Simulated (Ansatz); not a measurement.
# HClF2: the cost of one run

Program: Ansatz 0.2.0. Level of theory: DFT PBE+D3(BJ), scalar-relativistic, plane waves, PAW. These are calculated values, not measurements.

2 further runs of the same task are left out: 1 that didn't finish, 1 set aside as unsound or not needed.

### 1 The system as given

It takes space group P6/mmm (No. 191, hexagonal). Conventional cell: a = 3.790 Å, b = 3.790 Å, c = 6.054 Å, α = 90.00°, β = 90.00°, γ = 120.00°. Around H (site symmetry 6/mmm) lie 2 F at 1.13 Å. Around Cl (site symmetry 6/mmm) lie 2 F at 1.89 Å. F (site symmetry 6mm) is surrounded by 1 H at 1.13 Å.

As a file:

```
H Cl F
1.0
     3.78976    0.00000    0.00000
    -1.89488    3.28203    0.00000
     0.00000    0.00000    6.05375
H Cl F
1 1 2
Cartesian
  0.0000 0.0000 3.0269
  0.0000 0.0000 0.0000
  0.0000 0.0000 1.8937
  0.0000 0.0000 4.1601
```

It is the end of an earlier relaxation with the same method, from a generated guess; it needn't be the stable form of this composition. At a tolerance of 0.02 Å it has space group P6/mmm (No. 191); it has 18.82 Å³/atom, an uncorrected energy of -0.77 eV/atom over the elements and, on its mesh, gap 1.19 eV.

### 2 Point at V/V0 = 0.97

Contents of input.yaml:

```yaml
crystal:
  lattice:
    - [3.7514785308, 0.0, 0.0]
    - [-1.8757392654, 3.2488757094, 0.0]
    - [0.0, 0.0, 5.992597866]
  atoms:
    - { symbol: H, position: [0.0, 0.0, 0.5] }
    - { symbol: Cl, position: [0.0, 0.0, 0.0] }
    - { symbol: F, position: [0.0, 0.0, 0.3128112326] }
    - { symbol: F, position: [0.0, 0.0, 0.6871887674] }
basis:
  ecutwfc: 420
kpoints:
  mp_grid: { grid: [12, 12, 6] }
hamiltonian:
  xc: pbe
  dispersion: d3bj
scf:
  occupations: { method: gaussian, width: 0.02 }
output:
  forces: true
  stress: true
  eigenvalues: true
  write_density: true
  write_potential: true
  elf: true
  volumetric_format: npy
relax:
  adjacent_minimum: "off"
  f_tol: 0.01
  max_steps: 30
  cell: { stress_tol: 0.1, fix: [volume] }
```

The run is started by

```console
$ ansatz run input.yaml --threads 1 --pin off --max-ram 2560MiB --backend cpu --events-out ev --progress --plain --runs-dir out
```

What time and memory should one allow on 1 thread of Arm Neoverse V2, shared host?

About 18 s, with a peak of 0.38 GiB.
